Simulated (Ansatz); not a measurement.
# Ag (Silver): the cost of one run

Method: DFT r2SCAN, scalar-relativistic, plane waves, PAW, in Ansatz 0.2.0.

1 further run of the same task is left out (set aside as unsound or not needed).

## (1) The structure to begin with

Symmetry: Fm-3m, No. 225, cubic system. The conventional cell has a = 4.104 Å, b = 4.104 Å, c = 4.104 Å, α = 90.00°, β = 90.00°, γ = 90.00°. Around Ag (site symmetry m-3m) lie 12 Ag at 2.90 Å.

Structure file:

```cif
data_structure
_symmetry_space_group_name_H-M 'Fm-3m'
_symmetry_Int_Tables_number 225
_cell_length_a 4.1042
_cell_length_b 4.1042
_cell_length_c 4.1042
_cell_angle_alpha 90.000
_cell_angle_beta 90.000
_cell_angle_gamma 90.000
_cell_volume 69.13
loop_
_atom_site_label
_atom_site_type_symbol
_atom_site_symmetry_multiplicity
_atom_site_Wyckoff_symbol
_atom_site_fract_x
_atom_site_fract_y
_atom_site_fract_z
_atom_site_occupancy
Ag1 Ag 4 a 0.00000 0.00000 0.00000 1
```

This cell was relaxed beforehand with the same method: volume 17.28 Å³/atom, gap on the mesh none (metal).

## (2) Bulk reference on the slab's mesh

File input.yaml:

```yaml
crystal:
  lattice:
    - [2.9020981785, 0.0, 0.0]
    - [0.0, 4.1041866033, 0.0]
    - [1.4510490892, 2.0520933017, 1.4510490892]
  atoms:
    - { symbol: Ag, position: [0.0, 0.0, 0.0] }
basis:
  ecutwfc: 500
kpoints:
  mp_grid: { grid: [12, 9, 23] }
hamiltonian:
  xc: r2scan
scf:
  occupations: { method: gaussian, width: 0.1 }
output:
  forces: true
  stress: true
  eigenvalues: true
```

Command:

```console
$ ansatz run input.yaml --threads 2 --pin off --max-ram 5120MiB --backend cpu --events-out ev --progress --plain --runs-dir out
```

Q: Estimate wall time and peak memory on 2 threads of Intel Xeon at 2.50GHz (Skylake/Cascade Lake), shared host.

About 33 s, with a peak of 0.69 GiB.
